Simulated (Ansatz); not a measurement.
# SrAu2C6N6: the cost of one run

Method: DFT PBE, scalar-relativistic, plane waves, PAW, in Ansatz 0.2.0.

**1. The system as given**

It takes space group F-43m (No. 216, cubic). The conventional cell has a = 10.189 Å, b = 10.189 Å, c = 10.189 Å, α = 90.00°, β = 90.00°, γ = 90.00°. Sr (site symmetry -43m) has 12 N at 3.64 Å and 12 C at 3.66 Å in its first shell of neighbours. C (site symmetry 2mm) has 1 N at 1.17 Å and 1 Au at 1.92 Å in its first shell of neighbours. Au (site symmetry -43m) has 6 C at 1.92 Å in its first shell of neighbours. Au (site symmetry -43m) is surrounded by 6 N at 2.01 Å. N (site symmetry 2mm) is surrounded by 1 C at 1.17 Å and 1 Au at 2.01 Å.

As a file:

```
Sr C Au N
1.0
     0.00000    5.09450    5.09450
     5.09450    0.00000    5.09450
     5.09450    5.09450    0.00000
Sr C Au N
1 6 2 6
Direct
  0.75000 0.75000 0.75000
  0.81186 0.18814 0.18814
  0.18814 0.18814 0.81186
  0.81186 0.18814 0.81186
  0.18814 0.81186 0.81186
  0.81186 0.81186 0.18814
  0.18814 0.81186 0.18814
  0.00000 0.00000 0.00000
  0.50000 0.50000 0.50000
  0.69703 0.30297 0.30297
  0.30297 0.30297 0.69703
  0.69703 0.30297 0.69703
  0.30297 0.69703 0.69703
  0.69703 0.69703 0.30297
  0.30297 0.69703 0.30297
```

A structure generator made this guess: cyanide-bridged rock-salt net of two metals, 1 guest cations a cell (F-43m, No. 216). Its size is a rough estimate.

**2. The guess as it stands, on a coarse mesh**

Contents of input.yaml:

```yaml
crystal:
  lattice:
    - [0.0, 5.0945, 5.0945]
    - [5.0945, 0.0, 5.0945]
    - [5.0945, 5.0945, 0.0]
  atoms:
    - { symbol: Sr, position: [0.75, 0.75, 0.75] }
    - { symbol: C, position: [0.81185592, 0.18814408, 0.18814408] }
    - { symbol: C, position: [0.18814408, 0.18814408, 0.81185592] }
    - { symbol: C, position: [0.81185592, 0.18814408, 0.81185592] }
    - { symbol: C, position: [0.18814408, 0.81185592, 0.81185592] }
    - { symbol: C, position: [0.81185592, 0.81185592, 0.18814408] }
    - { symbol: C, position: [0.18814408, 0.81185592, 0.18814408] }
    - { symbol: Au, position: [0.0, 0.0, 0.0] }
    - { symbol: Au, position: [0.5, 0.5, 0.5] }
    - { symbol: "N", position: [0.6970262, 0.3029738, 0.3029738] }
    - { symbol: "N", position: [0.3029738, 0.3029738, 0.6970262] }
    - { symbol: "N", position: [0.6970262, 0.3029738, 0.6970262] }
    - { symbol: "N", position: [0.3029738, 0.6970262, 0.6970262] }
    - { symbol: "N", position: [0.6970262, 0.6970262, 0.3029738] }
    - { symbol: "N", position: [0.3029738, 0.6970262, 0.3029738] }
basis:
  ecutwfc: 420
kpoints:
  mp_grid: { grid: [4, 4, 4] }
hamiltonian:
  xc: pbe
scf:
  occupations: { method: gaussian, width: 0.1 }
  lower_state_search: "off"
output:
  forces: true
  stress: true
  eigenvalues: true
```

Run with:

```sh
$ ansatz run input.yaml --threads 1 --pin off --max-ram 2560MiB --backend cpu --events-out ev --progress --plain --runs-dir out
```

**Question.** How long does this run take on 1 thread of Intel Xeon Platinum 8488C (Sapphire Rapids), shared host, and how much memory does it need?

About 8.1 s, with a peak of 0.58 GiB.
